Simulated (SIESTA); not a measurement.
AlCo3:

```
CELL_PARAMETERS angstrom
5.07436 0.00000 0.00000
-2.53718 4.39453 0.00000
0.00000 0.00000 4.08565
ATOMIC_POSITIONS crystal
Co 0.83513 0.16487 0.75000
Co 0.32975 0.16487 0.75000
Co 0.83513 0.67025 0.75000
Co 0.16487 0.83513 0.25000
Co 0.67025 0.83513 0.25000
Co 0.16487 0.32975 0.25000
Al 0.33333 0.66667 0.75000
Al 0.66667 0.33333 0.25000
```

The cell comes from a database or a generator and needn't be the stable form of this composition.

| Quantity | Value |
| --- | --- |
| Program | SIESTA 5.4.2 |
| Task | single point |
| Functional | PBEsol |
| Potentials or basis | PseudoDojo 0.4 standard (PBEsol files) |
| Basis | DZP (energy shift 0.003 Ry; two zetas on semicore shells) |
| Grid cutoff | 800 Ry |
| Energy shift | 0.003 Ry |
| k mesh | 6 × 6 × 7 |
| Occupations | fermi-dirac, width 0.05 eV |
| Spin | collinear spin, ferromagnetic start |
| Starting moments | [2.0, 2.0, 2.0, 2.0, 2.0, 2.0, 0.0, 0.0] μB |

On this cell: pressure -8.1 GPa; largest force 0.039 eV/Å; net moment 7.56 μB per cell; site moments Co +1.34; Al -0.24 μB; band gap on the k mesh none (metal or under the smearing width).

The same run follows on a disturbed copy (atoms moved at random, drawn with an rms of 0.05 Å):

```
CELL_PARAMETERS angstrom
5.07436 0.00000 0.00000
-2.53718 4.39453 0.00000
0.00000 0.00000 4.08565
ATOMIC_POSITIONS crystal
Co 0.84301 0.16732 0.74485
Co 0.33038 0.16753 0.74252
Co 0.83595 0.66742 0.75556
Co 0.16378 0.83905 0.25696
Co 0.67750 0.84545 0.25939
Co 0.17602 0.33678 0.24100
Al 0.33691 0.66410 0.75589
Al 0.67288 0.33303 0.24332
```

Q: What does the disturbed cell give?

A: The energy (extrapolated to zero smearing) moves by +5.1 meV/atom; pressure -7.7 GPa; largest force 0.426 eV/Å; net moment 7.56 μB per cell; site moments Co +1.34, +1.35, +1.33, +1.37, +1.31; Al -0.24 μB; band gap on the k mesh none (metal or under the smearing width).

Forces on the atoms (eV/Å):
```
Co  -0.131 -0.080  0.103
Co   0.199 -0.145  0.152
Co   0.049  0.121 -0.170
Co   0.136 -0.038 -0.173
Co   0.062 -0.266 -0.235
Co  -0.067 -0.070  0.308
Al  -0.129  0.376 -0.154
Al  -0.122  0.100  0.163
```

Stress tensor (GPa, compression positive):
```
-8.85 -0.08 -0.03
-0.08 -8.17 -0.42
-0.03 -0.42 -6.21
```

Caveats: short orbitals over semicore shells can move pressures by several GPa; the basis of atomic orbitals isn't converged, which shifts pressures, moduli and gaps.
